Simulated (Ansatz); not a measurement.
# WO (septet): the correlation ladder, def2-QZVPP

An exercise on one series of results from a longer session: the logs are not shown, and one member is left open.

The runs use Ansatz 0.2.0, Gaussian basis; def2-QZVPP, core rule «outside noble gas», up to 5 orbitals frozen.

Plan: UHF; ROHF; CCSD(T) on UHF.

## The geometry

The geometry is a PBE0/def2-TZVP stationary point (not a proven minimum) of the parent state, kept for this charge and spin. No spin-orbit coupling is included. Elements past krypton take def2 core potentials.

2 atoms, charge 0, spin multiplicity 7.

Atoms are counted from 1 here; the program's logs count them from 0.

Bond lengths: W1–O2 1.703 Å.

Geometry (Å):

```xyz
2

W     0.0000    0.0000    0.0000
O     0.0000    0.0000    1.7032
```

Set-up of the first run:

in.yaml reads:

```yaml
crystal:
  periodic: [false, false, false]
  atoms:
    - {symbol: W, position_ang: [0.000000, 0.000000, 0.000000]}
    - {symbol: O, position_ang: [0.000000, 0.000000, 1.703200]}
basis:
  gaussian: {orbitals: "def2-QZVPP.json"}
magnetization: {spin_polarized: true, initial_magnetization: 6}
hamiltonian: {xc: hf}
output: {orbitals: {seedname: orbitals}}
```

On the command line:

```bash
$ ansatz run in.yaml --threads 1 --pin off --events-out ev --progress --plain --max-ram 4096MiB --backend cpu
```

Steps of the session up to this table: UHF; ROHF; CCSD(T) on UHF.

One of the session's tables, all rows but one given; the rest of the session is left out.

```
  method  from UCCSD(T) (kcal/mol)
    ROHF                         ?
     UHF                   +206.71
    UMP2                    +16.49
   UCCSD                     +7.80
UCCSD(T)                         0
```

**Question.** Estimate the row for ROHF.

As computed: from UCCSD(T) (kcal/mol): +212.86. In the column «from UCCSD(T) (kcal/mol)» it is the highest.
